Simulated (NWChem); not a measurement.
# IBr (iodine monobromide) at 3 levels

We compute a comparison of 3 runs (HF/3-21G, HF/def2-TZVP, PBE0/def2-SVP) of IBr (iodine monobromide). 

The calculation is run with NWChem 7.3.0.

4 further runs of the same task are left out: 4 that didn't finish. Runs told in other sessions of the task aren't counted.

**1. Starting point**

The species is IBr (2 atoms), meant as a singlet with charge 0. SMILES: `BrI`. The coordinates come from a PBE0-D4/def2-TZVP relaxation.

Bond lengths: Br1–I2 2.464 Å.

**2. Energy and forces at HF/3-21G (run 1)**

Input file bri.nw:

```
start bri
memory stack 880 mb heap 220 mb global 1100 mb
charge 0

geometry noautosym nocenter noautoz
Br     0.000000     0.000000    -0.002890
I      0.000000     0.000000     2.460860
end

basis spherical bse
* library 3-21G
end

scf
thresh 1e-08
maxiter 80
end

task scf gradient
```

On the command line:

```bash
$ nwchem bri.nw > bri.out
```

The program printed:

```text
[...]
  functions       =    53
[...]
  wavefunction    = RHF
[...]
         Total SCF energy =  -9447.339457098364
      One-electron energy = -13841.000768312011
      Two-electron energy =   3995.234605218948
 Nuclear repulsion energy =    398.426705994699
        Time for solution =      4.9s
[...]
                         RHF ENERGY GRADIENTS
    atom               coordinates                        gradient
                 x          y          z           x          y          z
   1 Br      0.000000   0.000000  -0.005461    0.000000   0.000000   0.056104
   2 I       0.000000   0.000000   4.650351   -0.000000  -0.000000  -0.056104
[...]
```

Run time: 8.4 s. Hardware: 1 thread of Intel Xeon Platinum 8259CL at 2.50GHz (Skylake/Cascade Lake), shared host; peak memory 0.1 GiB.

**3. Energy and forces at HF/def2-TZVP (core potential) (run 2)**

Input file m1.nw:

```
start m1
title "iodine monobromide"
memory stack 880 mb heap 220 mb global 1100 mb

geometry units angstrom noautosym nocenter noautoz
  Br    0.000000    0.000000   -0.002890
  I     0.000000    0.000000    2.460860
end

basis "ao basis" spherical bse
  * library def2-TZVP
end

ecp bse
  I library def2-TZVP
end

scf
  thresh 1e-08
  maxiter 80
  noprint "final vectors analysis"
end

task scf gradient
```

On the command line:

```bash
$ nwchem m1.nw > m1.out
```

The program printed:

```text
[...]
  functions       =    98
[...]
  wavefunction    = RHF
[...]
         Total SCF energy =  -2869.082107671227
      One-electron energy =  -4474.776759392355
      Two-electron energy =   1417.757526251930
 Nuclear repulsion energy =    187.937125469198
        Time for solution =     67.5s
[...]
                         RHF ENERGY GRADIENTS
    atom               coordinates                        gradient
                 x          y          z           x          y          z
   1 Br      0.000000   0.000000  -0.005461    0.000000  -0.000000   0.000134
   2 I       0.000000   0.000000   4.650351   -0.000000   0.000000  -0.000134
[...]
```

Run time: 89 s. Hardware: 1 thread of Intel Xeon Platinum 8259CL at 2.50GHz (Skylake/Cascade Lake), shared host; peak memory 0.11 GiB.

**4. Energy and forces at PBE0/def2-SVP (core potential) (run 3)**

Input file run.py:

```python
from ase import Atoms
from ase.calculators.nwchem import NWChem

system = Atoms('BrI', positions=[
    [0.000000, -0.000000, -0.002890],
    [-0.000000, 0.000000, 2.460860],
])

calc = NWChem(
    label='bri',
    theory='dft',
    memory='2200 mb',
    basis='def2-SVP',
    basispar='spherical bse',
    dft={'xc': 'pbe0', 'mult': '1', 'grid': 'xfine', 'convergence': 'energy 1e-08', 'iterations': '100', 'mulliken': None},
    **{'ecp bse': {'I library': 'def2-SVP'}},
)
system.calc = calc

forces = system.get_forces()
e = system.get_potential_energy()
print(f"E = {e:.6f} eV")
print("forces (eV/A):")
for s, f in zip(system.symbols, forces):
    print(f"{s:2s} {f[0]:10.5f} {f[1]:10.5f} {f[2]:10.5f}")
print("dipole (e A):", system.get_dipole_moment().round(4))
```

On the command line:

```bash
$ export ASE_NWCHEM_COMMAND="nwchem PREFIX.nwi > PREFIX.nwo"
$ python run.py
```

The program printed:

```text
E = -78130.931383 eV
forces (eV/A):
Br    0.00000   -0.00000   -0.38222
I    -0.00000    0.00000    0.38222
dipole (e A): [0.     0.     0.1707]
```

The calculator wrote bri.nwi:

```
title "bri"

permanent_dir bri

scratch_dir bri

start bri

geometry units angstrom nocenter noautosym noautoz
  Br 0.0000000000000000e+00 -0.0000000000000000e+00 -2.8900000000000002e-03
  I  -0.0000000000000000e+00 0.0000000000000000e+00 2.4608599999999998e+00
end

memory 2200 mb

basis spherical bse noprint
   * library def2-SVP
end

dft
  xc pbe0
  mult 1
  grid xfine
  convergence energy 1e-08
  iterations 100
  mulliken
end
ecp bse
  I library def2-SVP
end

task dft gradient
```

bri.nwo:

```text
Northwest Computational Chemistry Package (NWChem) 7.3.0
             --------------------------------------------------------

           Job information
           ---------------

    nwchem branch   = 7.3.0
    use scalapack   = T
    input           = bri.nwi
    prefix          = bri.
    data base       = bri/bri.db
    status          = startup
    nproc           =        1

           Memory information
           ------------------

    heap     =     72089598 doubles =      550.0 Mbytes
    stack    =     72089595 doubles =      550.0 Mbytes
    global   =    144179200 doubles =     1100.0 Mbytes (distinct from heap & stack)
    total    =    288358393 doubles =     2200.0 Mbytes
    verify   = yes
    hardfail = no

[... 76 lines left out ...]
  convergence criterion.
[... 38 lines left out ...]
          Spatial weights used:  Erf1
[... 74 lines left out ...]
         Total DFT energy =    -2871.258792646919
[... 3 lines left out ...]
 Nuclear repulsion energy =      187.937125469197
[... 469 lines left out ...]
          Convergence on gradient requested:  5.00D-04
[... 25 lines left out ...]
          total energy or number of iterations.
[... 18 lines left out ...]
                            NWChem DFT Gradient Module
                            --------------------------

                                        bri

  charge          =   0.00
  wavefunction    = closed shell

                         DFT ENERGY GRADIENTS

    atom               coordinates                        gradient
                 x          y          z           x          y          z
   1 Br      0.000000   0.000000  -0.005461   -0.000000   0.000000   0.007433
   2 I       0.000000   0.000000   4.650351    0.000000  -0.000000  -0.007433

                 ----------------------------------------
                 |  Time  |  1-e(secs)   |  2-e(secs)   |
                 ----------------------------------------
                 |  CPU   |       0.02   |       3.43   |
                 ----------------------------------------
                 |  WALL  |       0.02   |       3.43   |
                 ----------------------------------------

 Task  times  cpu:       19.1s     wall:       19.1s
 Total times  cpu:       19.1s     wall:       19.1s
```

Wall time 20 s (1 thread of Intel Xeon Platinum 8259CL at 2.50GHz (Skylake/Cascade Lake), shared host); peak memory 0.12 GiB.

**5. The series**

```
run                           level  core potential  iteration cap   energy (Eh)  dipole moment (D)  HOMO energy (eV)  LUMO energy (eV)  wall time
  1                        HF/3-21G               –             80  -9447.339457               1.02            -10.21             -0.16      8.4 s
  2   HF/def2-TZVP (core potential)       def2-TZVP             80  -2869.082108               0.85                 –                 –       89 s
  3  PBE0/def2-SVP (core potential)        def2-SVP            100  -2871.258793               0.82             -7.59             -3.57       20 s
```

**6. Outcome**

| quantity | value |
| --- | --- |
| run 3: total energy | -2871.25879 Eh |
| run 3: dipole moment | 0.82 D |
| run 3: HOMO energy | -7.59 eV |
| run 3: LUMO energy | -3.57 eV |
| run 3: HOMO–LUMO gap | 4.02 eV |
| run 3: largest force on an atom | 0.382 eV/Å |

In words: The dipole moment (its size) runs from 0.82 D (PBE0/def2-SVP) to 1.02 D (HF/3-21G). The two ends differ in method and basis and core potential. Some runs of one species differ in core potentials or relativity; totals across that change don't compare. In run 1 relativity is left out where basis or elements ask for it. All runs together took 2 min, the longest 89 s.
